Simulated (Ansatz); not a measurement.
# GeH6O: the cost of one run

All numbers below are computed with Ansatz 0.2.0 (RKS LDA/def2-SVP).

## Step 1: The system as given

Bond lengths: Ge1–O2 2.120 Å, O2–H3 1.010 Å, Ge1–H4 1.550 Å, Ge1–H5 1.549 Å, Ge1–H6 1.549 Å. Angles: Ge1–O2–H3 109.5°, O2–Ge1–H4 109.5°, O2–Ge1–H5 109.5°, O2–Ge1–H6 109.5°, H4–Ge1–H5 109.5°, H4–Ge1–H6 109.5°, H5–Ge1–H6 109.5°.

As a file:

```xyz
8

Ge    0.0000    0.0000    0.0000
O     0.0000    0.0000    2.1200
H    -0.9095   -0.2814    2.4571
H     1.4616    0.0000   -0.5162
H    -0.7300    1.2648   -0.5162
H    -0.7300   -1.2648   -0.5162
H     0.9656   -1.4663    0.5833
H     0.7487   -1.1369    1.5265
```

## Step 2: A restrained relaxation towards end A

Springs on the bonds that form and break draw the guess towards this end; the thresholds are loose.

Contents of input.yaml:

```yaml
crystal:
  periodic: [false, false, false]
  atoms:
    - { symbol: Ge, position_ang: [0.0, 0.0, 0.0] }
    - { symbol: O, position_ang: [0.0, 0.0, 2.12] }
    - { symbol: H, position_ang: [-0.9095, -0.2814, 2.4571] }
    - { symbol: H, position_ang: [1.4616, 0.0, -0.5162] }
    - { symbol: H, position_ang: [-0.73, 1.2648, -0.5162] }
    - { symbol: H, position_ang: [-0.73, -1.2648, -0.5162] }
    - { symbol: H, position_ang: [0.9656, -1.4663, 0.5833] }
    - { symbol: H, position_ang: [0.7487, -1.1369, 1.5265] }
basis:
  gaussian: { orbitals: def2-SVP }
hamiltonian:
  xc: lda
relax:
  f_tol: 0.15
  max_steps: 25
  restrain:
    - { distance: [0, 6], at: 2.75, k: 30.0 }
    - { distance: [7, 1], at: 2.21, k: 30.0 }
    - { distance: [0, 1], at: 1.77, k: 30.0 }
    - { distance: [7, 6], at: 0.66, k: 30.0 }
```

Run with:

```
> ansatz run input.yaml --threads 2 --pin off --max-ram 3072MiB --backend cpu --events-out ev --progress --plain --runs-dir out
```

**Question.** How long does this run take on 2 threads of Arm Neoverse V2, shared host, and how much memory does it need?

About 6 s, with a peak of 0.13 GiB.
